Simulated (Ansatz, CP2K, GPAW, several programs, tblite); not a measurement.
## Many methods on one cell: CuF (wurtzite)

CuF built on the wurtzite prototype, relaxed with r2SCAN in Ansatz, was computed with several methods. The symmetry is P6_3mc (No. 186, hexagonal); a = 2.790 Å, c = 6.721 Å in the conventional setting, 11.33 Å³ an atom. Around Cu lie 4 F at 1.90–2.17 Å; around F lie 4 Cu at 1.90–2.17 Å. All values are calculated for a non-magnetic cell, which may be hypothetical.

```cif
data_structure
_symmetry_space_group_name_H-M 'P6_3mc'
_symmetry_Int_Tables_number 186
_cell_length_a 2.7898
_cell_length_b 2.7898
_cell_length_c 6.7211
_cell_angle_alpha 90.000
_cell_angle_beta 90.000
_cell_angle_gamma 120.000
_cell_volume 45.30
loop_
_atom_site_label
_atom_site_type_symbol
_atom_site_symmetry_multiplicity
_atom_site_Wyckoff_symbol
_atom_site_fract_x
_atom_site_fract_y
_atom_site_fract_z
_atom_site_occupancy
Cu1 Cu 2 b 0.33333 0.66667 0.04599 1
F1 F 2 b 0.33333 0.66667 0.32901 1
```

Gaps and times are for a single point on this cell; volume and bulk modulus come from each method's own relaxation or energy curve at fixed shape, which is too stiff where a cell has free coordinates or axes. Times are rough, from shared hosts (Arm Neoverse V1), and each method has its own mesh and cell size. A double dagger marks a value from a curve with shape and coordinates held. A star marks a curve whose lowest point is an end point. GFN1-xTB (tblite), GFN2-xTB (tblite) treat a cluster of cells at its zone centre, which samples few k points: where these miss a band edge, the gap comes out too large for that reason alone. Gaps from k meshes are read at a limited set of points (mesh, symmetry points, PBE's band edges), so each method's own least gap may be somewhat smaller. xTB and the PM methods were fitted mostly to molecules, and can miss a solid's gap by electronvolts. Minimal bases can be far off for gaps. GLLB-SC's gap includes the derivative discontinuity. d marks a direct gap, i an indirect one (no mark: not told apart), a dash a value that wasn't computed or didn't pass its checks.

```json
{"method": "light PBE (260 eV and a coarse mesh)", "kind": "light plane-wave", "gap (eV)": "0.19 i", "own volume (Å³/atom)": "–", "bulk modulus (GPa)": "–", "atoms computed": "4", "processor time": "2.1 s"}
{"method": "GFN1-xTB (tblite)", "kind": "tight binding", "gap (eV)": "0.42", "own volume (Å³/atom)": "11.89‡", "bulk modulus (GPa)": "84‡", "atoms computed": "128", "processor time": "7.4 s"}
{"method": "PBE", "kind": "semilocal", "gap (eV)": "0.13 i", "own volume (Å³/atom)": "12.09", "bulk modulus (GPa)": "88‡", "atoms computed": "4", "processor time": "10 s"}
{"method": "PBE/single zeta (GPAW)", "kind": "small basis", "gap (eV)": "overlap 0.01", "own volume (Å³/atom)": "–", "bulk modulus (GPa)": "–", "atoms computed": "4", "processor time": "13 s"}
{"method": "GFN2-xTB (tblite)", "kind": "tight binding", "gap (eV)": "1.50", "own volume (Å³/atom)": "11.46‡", "bulk modulus (GPa)": "89‡", "atoms computed": "128", "processor time": "16 s"}
{"method": "r2SCAN", "kind": "semilocal", "gap (eV)": "0.36 i", "own volume (Å³/atom)": "11.33", "bulk modulus (GPa)": "108‡", "atoms computed": "4", "processor time": "21 s"}
{"method": "PBE/SZV (CP2K)", "kind": "small basis", "gap (eV)": "0.37 i", "own volume (Å³/atom)": "12.61*‡", "bulk modulus (GPa)": "90*‡", "atoms computed": "4", "processor time": "27 s"}
{"method": "GLLB-SC (GPAW)", "kind": "model potential", "gap (eV)": "0.87", "own volume (Å³/atom)": "–", "bulk modulus (GPa)": "–", "atoms computed": "4", "processor time": "45 s"}
{"method": "PBE/DZVP (CP2K)", "kind": "small basis", "gap (eV)": "0.09 i", "own volume (Å³/atom)": "12.12‡", "bulk modulus (GPa)": "91‡", "atoms computed": "4", "processor time": "100 s"}
```

Against r2SCAN (0.36 eV) and with closed or daggered gaps left aside, the nearest gap at the points sampled is that of PBE/SZV (CP2K) (+0.01 eV) and the farthest that of GFN2-xTB (tblite) (+1.14 eV). r2SCAN is only a yardstick of convenience: semilocal gaps usually lie below measured ones, which GLLB-SC and hybrids aim to mend.

Volumes against r2SCAN's: PBE +6.8 %.

Runs without a result: PM7 (MOPAC) (single point, out of time).
